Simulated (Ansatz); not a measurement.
This script drives Ansatz's Python interface.

The script, `as_run.py`:
```python
"""Pressure at which two phases of As cross."""

import logging
import sys

import ansatz as az
import numpy as np
import pandas as pd

logging.basicConfig(stream=sys.stdout, format="%(levelname)s %(message)s")
logger = logging.getLogger("calc")
logger.setLevel(logging.INFO)


def diamond(A, a):
    return az.Crystal.diamond(A, a=a)


def sc(A, a):
    return (
        az.Lattice.cubic(a)
        .space_group(221)
        .atom(A, (0, 0, 0))
    )


def solve(name, crystal, pressure=0.0):
    calc = (
        crystal.calculation()
        .functional(az.Functional.R2SCAN)
        .basis(620)
        .kpoints(spacing=0.27)
        .occupations("gaussian", width=0.1)
    )
    calc = calc.relax(force_tolerance=0.02, cell=True, pressure=pressure)
    return calc.run(threads=1, backend="cpu")


def volume_per_atom(outcome):
    return abs(np.linalg.det(outcome.lattice.cell_ang)) / len(outcome.lattice.sites)

phases = {}
phases["diamond"] = diamond("As", 6.07)
phases["sc"] = sc("As", 2.87)

# H = E + PV, with 1 eV per cubic angstrom equal to 160.2 GPa
pressures = [0, 5, 10, 20]
enthalpy, volume = {name: [] for name in phases}, {name: [] for name in phases}
for p in pressures:
    for name, crystal in phases.items():
        o = solve(name, crystal, pressure=p)
        volume[name].append(volume_per_atom(o))
        enthalpy[name].append(o.report["energy_sigma0_ev"] / len(o.lattice.sites) + p * volume[name][-1] / 160.21766)
gap = np.array(enthalpy["sc"]) - np.array(enthalpy["diamond"])
rows = [(p, va, vb, 1000 * d) for p, va, vb, d in zip(pressures, volume["diamond"], volume["sc"], gap)]
print(pd.DataFrame(rows, columns=["P (GPa)", "V diamond (A^3/atom)", "V sc (A^3/atom)", "H(sc) - H(diamond) (meV/atom)"]).round(4).to_string(index=False))
crossings = [p0 - g0 * (p1 - p0) / (g1 - g0) for p0, p1, g0, g1 in zip(pressures, pressures[1:], gap, gap[1:]) if g0 * g1 < 0]
print("crossing near", [round(float(p), 1) for p in crossings], "GPa") if crossings else print("no crossing in this range")
```

It is started by `python as_run.py`. How long does it take on 1 thread of Arm Neoverse V1 (shared host), and how much memory does it need?

It took about 110 s, with a peak of 0.67 GiB, for 8 runs of the engine.

Output of `python as_run.py`:
```text
 P (GPa)  V diamond (A^3/atom)  V sc (A^3/atom)  H(sc) - H(diamond) (meV/atom)
       0               28.0984          19.6812                      -277.0650
       5               25.7723          18.7083                      -517.1188
      10               24.1453          17.9589                      -721.7188
      20               21.8702          16.7659                     -1069.9454
no crossing in this range
```

Reading the output:
- Absolute energies stand on the zero of these potentials, so only differences at equal settings mean something.
- At a fixed pressure a relaxation lowers the enthalpy F + PV, while F alone can rise.
- Only these two structures are compared, at zero temperature and with their symmetry kept; either may be hypothetical, and another phase may be lower than both. Differences under about 40 meV an atom lie within the error of mesh and functional.
- The cells are prototypes set up for this calculation and needn't exist.

(Lines on the test bed's own set-up are left out of the output.)
